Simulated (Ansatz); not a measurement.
# H10CO5: the cost of one run

Program: Ansatz 0.2.0. Level of theory: DFT PBE+D3(BJ), plane waves, PAW, scalar-relativistic, no spin polarisation. These are calculated values, not measurements.

### Step 1. The structure to begin with

The cell holds 16 atoms (CH10O5): a = 6.174 Å, b = 6.174 Å, c = 6.174 Å, α = 90.00°, β = 90.00°, γ = 90.00°.

Coordinates:

```xyz
16
Lattice="6.1736 0.0000 0.0000 0.0000 6.1736 0.0000 0.0000 0.0000 6.1736" Properties=species:S:1:pos:R:3 pbc="T T T"
O     2.6038    3.0426    6.4864
H     3.0738    3.4068    5.7218
H     2.0328    2.3588    6.1065
O     5.6300    1.3706    5.4060
H     5.6638    2.1325    4.8090
H     5.8445    0.6170    4.8366
O     0.3898    4.5070    0.7152
H     0.2004    5.2500    1.3069
H     1.0128    4.8737    0.0706
O     1.7629    4.7188    3.8734
H     2.5191    4.1309    3.7299
H     1.9109    5.0787    4.7603
O     4.5138    1.4118    2.5007
C     3.7683    1.1193    3.4212
H     4.0990    0.4955    4.2696
H     2.7195    1.4614    3.4593
```

### Step 2. Preparing the start

Input file input.yaml:

```yaml
crystal:
  lattice:
    - [6.173631, 0.0, 0.0]
    - [0.0, 6.173631, 0.0]
    - [0.0, 0.0, 6.173631]
  atoms:
    - { symbol: O, position: [0.4217615, 0.4928434, 1.0506653] }
    - { symbol: H, position: [0.4978941, 0.551827, 0.9268169] }
    - { symbol: H, position: [0.3292641, 0.3820691, 0.9891271] }
    - { symbol: O, position: [0.9119388, 0.2220107, 0.8756579] }
    - { symbol: H, position: [0.9174223, 0.3454268, 0.7789517] }
    - { symbol: H, position: [0.9466888, 0.099948, 0.7834256] }
    - { symbol: O, position: [0.0631397, 0.7300341, 0.1158514] }
    - { symbol: H, position: [0.0324568, 0.8503948, 0.2116926] }
    - { symbol: H, position: [0.1640498, 0.7894313, 0.0114349] }
    - { symbol: O, position: [0.2855498, 0.7643467, 0.62741] }
    - { symbol: H, position: [0.4080475, 0.6691235, 0.6041613] }
    - { symbol: H, position: [0.3095265, 0.8226476, 0.7710755] }
    - { symbol: O, position: [0.7311396, 0.2286846, 0.4050588] }
    - { symbol: C, position: [0.6103801, 0.1813025, 0.5541594] }
    - { symbol: H, position: [0.6639458, 0.0802531, 0.6915806] }
    - { symbol: H, position: [0.44051, 0.2367179, 0.5603378] }
basis:
  ecutwfc: 420.0
kpoints:
  mp_grid: { grid: [1, 1, 1] }
hamiltonian:
  xc: pbe
  dispersion: d3bj
scf:
  occupations: { method: fermi_dirac, width: 0.05 }
  lower_state_search: "off"
relax:
  f_tol: 0.3
  max_steps: 15
  adjacent_minimum: "off"
```

Started as:

```console
ansatz run input.yaml --threads 1 --pin off --max-ram 3072MiB --backend cpu --events-out ev --progress --plain --runs-dir out
```

Q: Estimate wall time and peak memory on 1 thread of AMD EPYC 9R45 (Zen 5), shared host.

About 9.8 s, with a peak of 0.39 GiB.
